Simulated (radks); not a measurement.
**Cr in [Ne] 3s2 3p5 3d5 4s1 4f1: an all-electron calculation**

An exercise on one series of results from a longer session: the logs are not shown, and one member is left open.

Method: non-relativistic Kohn-Sham, AM05, spin-polarised, spherical densities, point nucleus; open shells are filled with parallel spins first. Code: radks (a radial shooting solver on a logarithmic mesh, Libxc functionals) version 1.

**Starting point**

```
element       : chromium (Z = 24)
charge        : 0
electrons     : 24
configuration : [Ne] 3s2 3p5 3d5 4s1 4f1
```

Outer shells as boxes (Hund's rule):

Cr
```
[Ne] core
3s [↑↓]
3p [↑↓][↑↓][↑ ]
3d [↑ ][↑ ][↑ ][↑ ][↑ ]
4s [↑ ]
4f [↑ ][  ][  ][  ][  ][  ][  ]
```

Set-up of the first run:

Settings of this run:

```text
Z 24
configuration [Ne] 3s2 3p5 3d5 4s1 4f1 4p0 5s0 4d0 5f0
relativity non-relativistic
functional am05,am05
spin polarised
nucleus point
```

Command:

```sh
python run_ks.py task.json out
```

This one command runs every case of the session in turn.

One of the session's tables, all rows but one given; the rest of the session is left out.

It belongs to the step «Shells». Radial moments (bohr):

```
  level      <r>  outermost maximum (interpolated)  90 % within  nodes
  1s up  0.06428                            0.0423        0.115      0
1s down  0.06428                            0.0423        0.115      0
  2s up   0.2968                             0.247        0.460      1
2s down   0.2960                             0.246        0.459      1
  2p up   0.2614                             0.199        0.429      0
2p down        ?                                 ?            ?      ?
  3s up   0.9033                             0.782         1.35      2
3s down   0.9091                             0.784         1.36      2
  3p up   0.9542                             0.796         1.47      1
3p down   0.9646                             0.800         1.49      1
  3d up    1.212                             0.806         2.09      0
  4s up    2.829                              2.44         4.19      3
3d down    1.341                             0.827         2.39      0
  4p up    3.464                              2.93         5.19      2
  5s up    9.028                              6.91         13.5      4
  4d up    9.769                              5.81         15.9      1
  4f up    16.94                              16.6         22.9      0
```

Q: Estimate the row for 2p down from the others.

The run gave: <r>: 0.2606; outermost maximum (interpolated): 0.199; 90 % within: 0.427; nodes: 0. In the column «<r>» it lies between 1s down (0.06428) and 2p up (0.2614).
